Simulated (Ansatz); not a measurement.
I need a rigid scan of one bond angle of GaH2O2, SMILES [OH][Ga][OH]. Use Ansatz 0.2.0 through its Python package. Settings (for the species named): B3LYP, def2-SVP basis, multiplicity 2, D4 dispersion.

```xyz
5

O    -0.1981   -0.6034   -1.5851
Ga   -0.0923   -0.8108    0.2901
O     0.5127    0.1744    1.5399
H    -0.7913    0.1636   -1.2978
H     0.6190    1.0025    1.0115
```

Script `bend_gah2o2.py`:
```python
import ansatz as az
from ase import Atoms


def main() -> None:
    atoms = Atoms(["O", "Ga", "O", "H", "H"], positions=[
        [-0.1981, -0.6034, -1.5851],
        [-0.0923, -0.8108, 0.2901],
        [0.5127, 0.1744, 1.5399],
        [-0.7913, 0.1636, -1.2978],
        [0.619, 1.0025, 1.0115],
    ])

    first = (
        az.Crystal.molecule_from_ase(atoms).calculation()
        .basis(gaussian="def2-SVP")
        .functional("b3lyp", dispersion="d4")
        .spin("collinear", total=1)
        .relax(force_tolerance=0.02, max_steps=80)
    )
    atoms.positions = first.run(threads=1).report["positions_ang"]

    rows = []
    for angle in [90, 100, 110, 120, 135, 150, 165, 179]:
        bent = atoms.copy()
        bent.set_angle(1, 2, 4, angle, indices=[4])
        job = (
            az.Crystal.molecule_from_ase(bent).calculation()
            .basis(gaussian="def2-SVP")
            .functional("b3lyp", dispersion="d4")
            .spin("collinear", total=1)
        )
        rows.append((angle, job.run(threads=1).report["free_energy_ev"]))
    floor = min(e for _, e in rows)
    for angle, e in rows:
        print(f"angle Ga1-O2-H4 = {angle:3d} deg   {1000 * (e - floor):9.1f} meV")


if __name__ == "__main__":
    main()
```

Output of `python bend_gah2o2.py`:
```text
angle Ga1-O2-H4 =  90 deg       175.1 meV
angle Ga1-O2-H4 = 100 deg        43.2 meV
angle Ga1-O2-H4 = 110 deg         0.0 meV
angle Ga1-O2-H4 = 120 deg        21.2 meV
angle Ga1-O2-H4 = 135 deg       126.8 meV
angle Ga1-O2-H4 = 150 deg       258.1 meV
angle Ga1-O2-H4 = 165 deg       350.6 meV
angle Ga1-O2-H4 = 179 deg       366.8 meV
```

Notes:
- The scan is rigid, and the energies are electronic, in a modest basis. The zero is the lowest point of the grid, which needn't be the minimum.
- The run takes the species as open-shell (spin multiplicity 2), which needn't be its ground state.
- b3lyp holds the VWN-RPA fit, as in Gaussian; the form of ORCA and Turbomole is b3lyp5.
- Timing: 70 s on 1 thread of Arm Neoverse V1, with other jobs on the host, peak memory 0.25 GiB.
